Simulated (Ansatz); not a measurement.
# C2H2BrF3: the cost of one run

Program: Ansatz 0.2.0. Level of theory: the levels named in each step. These are calculated values, not measurements.

## Step 1: The structure to begin with

Bond lengths: F1–C2 1.344 Å, C2–F3 1.337 Å, C2–F4 1.330 Å, C2–C5 1.516 Å, C5–Br6 1.932 Å, C5–H7 1.086 Å, C5–H8 1.094 Å. Angles: F1–C2–F3 106.8°, F1–C2–F4 106.8°, F1–C2–C5 109.9°, F3–C2–F4 107.5°, F3–C2–C5 112.7°, F4–C2–C5 112.8°, C2–C5–Br6 110.3°, C2–C5–H7 109.3°, C2–C5–H8 109.1°, Br6–C5–H7 108.9°, Br6–C5–H8 108.3°, H7–C5–H8 110.9°.

Coordinates:

```xyz
8

F    -2.0711   -1.3096   -0.8902
C    -1.2478   -0.4651   -0.2451
F    -1.6576    0.7734   -0.5394
F    -1.4472   -0.6529    1.0566
C     0.1869   -0.7220   -0.6637
Br    1.3805    0.4916    0.2507
H     0.4583   -1.7419   -0.4072
H     0.2826   -0.5511   -1.7396
```

## Step 2: A rough first relaxation, PBE-D4/def2-SVP

This run stands in another session on the same molecule. It ended at:

```xyz
8

F    -2.0566   -1.3333   -0.9145
C    -1.2651   -0.4602   -0.2414
F    -1.6744    0.7865   -0.5451
F    -1.4589   -0.6581    1.0761
C     0.1800   -0.7052   -0.6528
Br    1.4291    0.4849    0.2416
H     0.4551   -1.7449   -0.3998
H     0.2754   -0.5472   -1.7421
```

## Step 3: Relaxation, HF/STO-3G

Contents of input.yaml:

```yaml
crystal:
  periodic: [false, false, false]
  atoms:
    - { symbol: F, position_ang: [-2.05661055, -1.33334255, -0.91445478] }
    - { symbol: C, position_ang: [-1.26511629, -0.46023938, -0.24141578] }
    - { symbol: F, position_ang: [-1.67444846, 0.78654941, -0.5451339] }
    - { symbol: F, position_ang: [-1.45891859, -0.65808723, 1.07609413] }
    - { symbol: C, position_ang: [0.18003666, -0.70519095, -0.65283102] }
    - { symbol: Br, position_ang: [1.42910699, 0.48488133, 0.24156922] }
    - { symbol: H, position_ang: [0.45514527, -1.74488364, -0.39976471] }
    - { symbol: H, position_ang: [0.27535497, -0.54724698, -1.74211317] }
basis:
  gaussian: { orbitals: STO-3G }
hamiltonian:
  xc: hf
relax:
  f_tol: 0.002
  max_steps: 150
```

Command:

```console
$ ansatz run input.yaml --threads 4 --pin off --max-ram 10240MiB --backend cpu --events-out ev --progress --plain --runs-dir out
```

What time and memory should one allow on 4 threads of AMD EPYC (Zen 3), shared host?

About 7 s, with a peak of 0.12 GiB.
